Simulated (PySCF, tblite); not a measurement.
# F2Ge2H6OSi, a small molecule taken as a stand-in for a surface group (Ge site with back bonds O[SiH3], [GeH3], F): NMR shifts, core binding energies and electronic excitations

Aim: the NMR shifts, core binding energies and electronic excitations of `[F][Ge]([F])([GeH3])[O][SiH3]`.

Computed with tblite 0.8.0 and PySCF 2.14.0; each step states its level. No surroundings beyond the atoms listed, unless a continuum is named. Atoms count from 0, parts from 1.

## 1. The system as given

12 atoms, charge 0, multiplicity 1; geometry: distance geometry start.

## 2. Relaxing the cluster with GFN2-xTB

The job: settings as JSON, then the geometry in Å.

```
{"job": {"kind": "relax", "xc": "GFN2-xTB", "basis": "xTB"}, "charge": 0, "multiplicity": 1}
Ge     0.334322     0.021697    -0.411460
O     -0.932818    -0.578200     0.675089
Si    -2.414681    -0.222070    -0.035628
Ge     2.506042     0.095629     0.609667
F     -0.087735     1.662400    -0.991032
F      0.316008    -0.983540    -1.834450
H     -3.256477    -1.436326    -0.244237
H     -2.195777     0.421723    -1.335476
H     -3.192910     0.717464     0.793174
H      3.506832     0.533226    -0.468701
H      2.544974     1.089841     1.801379
H      2.860507    -1.305429     1.159988
```

Level: GFN2-xTB geometry optimisation, gas phase.

Run with:

```console
> OMP_NUM_THREADS=1 python cluster_run.py task.json out
```

One launch serves the whole session: the jobs run in the order shown.

**Question.** The jobs that follow are: PBE0-D3(BJ)/def2-SVP geometry optimisation, gas phase; GIAO PBE0/pcSseg-1 NMR shielding, non-relativistic, gas phase; delta-SCF UKS SCAN, pcX-2 on the ionised atom, pcseg-1 elsewhere, spin-free X2C; TDDFT CAM-B3LYP/def2-SVPD, vertical, gas phase, core orbitals frozen in the response. Predict: point group; rotational constants (main isotopes); 1H shifts against TMS (PBE0/pcSseg-1); 73Ge shifts against GeMe4 (PBE0/pcSseg-1); 17O shifts against H2O (PBE0/pcSseg-1); 29Si shifts against TMS (PBE0/pcSseg-1); 19F shifts against CFCl3 (PBE0/pcSseg-1); F1s binding energies, SCAN/pcX-2; O1s binding energies, SCAN/pcX-2; Si2p binding energies, SCAN/pcX-2; lowest singlet (CAM-B3LYP/def2-SVPD); brightest single state of those computed; lowest triplet; vertical ionisation energy (ΔSCF); vertical electron affinity (ΔSCF).

As calculated:

| quantity | value |
| --- | --- |
| point group | C1 |
| rotational constants (main isotopes) | 2.27, 0.67, 0.61 GHz |
| 1H shifts against TMS (PBE0/pcSseg-1) | 5.30, 5.06, 4.98, 3.89, 3.88, 3.88 ppm |
| 73Ge shifts against GeMe4 (PBE0/pcSseg-1) | -3, -330 ppm |
| 17O shifts against H2O (PBE0/pcSseg-1) | 67.7 ppm |
| 29Si shifts against TMS (PBE0/pcSseg-1) | -31.3 ppm |
| 19F shifts against CFCl3 (PBE0/pcSseg-1) | -116.4, -116.9 ppm |
| F1s binding energies, SCAN/pcX-2 | F5 691.45, F4 691.44 eV |
| O1s binding energies, SCAN/pcX-2 | O1 537.86 eV |
| Si2p binding energies, SCAN/pcX-2 | Si2 107.75 eV |
| lowest singlet (CAM-B3LYP/def2-SVPD) | 7.37 eV (168 nm), f = 0.005 |
| brightest single state of those computed | state 3, 7.85 eV, f = 0.574 |
| lowest triplet | 6.70 eV |
| vertical ionisation energy (ΔSCF) | 11.27 eV |
| vertical electron affinity (ΔSCF) | -0.50 eV (unbound: the value hangs on the basis) |

What this shows: The start of the PBE0/def2-SVP relaxation was shaken at random by about 0.01 Å, so part of the energy gained, and of the first lengths quoted, undoes that. Over 8 steps the energy fell by 0.335 eV; of the close pairs, Ge3–H9 changed most, 1.459 to 1.533 Å (PBE0/def2-SVP). Hydrogens of an XH3 group are listed apart at this fixed geometry; free rotation makes them one line at their mean. At PBE0/pcSseg-1: The largest span, 196 ppm, is at Ge0, where the paramagnetic term is -1422 ppm. At SCAN/pcX-2: the F1s levels computed lie within 0.01 eV of one another, too close to rank. The first singlet state (HOMO→LUMO 0.58, HOMO→LUMO+4 0.16) lies at 7.37 eV and is weak; of the 6 states computed, the strongest absorption comes from state 3 at 7.85 eV. The lowest triplet lies 0.67 eV below the lowest singlet (triplets in Tamm-Dancoff, singlets in full TDDFT). ΔSCF puts the ionisation energy at 11.27 eV, 0.80 eV above −ε(HOMO). Spin-orbit coupling is left out, which matters for shieldings and couplings at and beside the heavy atoms. A capped cluster stands for the solid here, so long-range fields and strain are missing, and bands or shifts of the capping hydrogens have no counterpart in it.
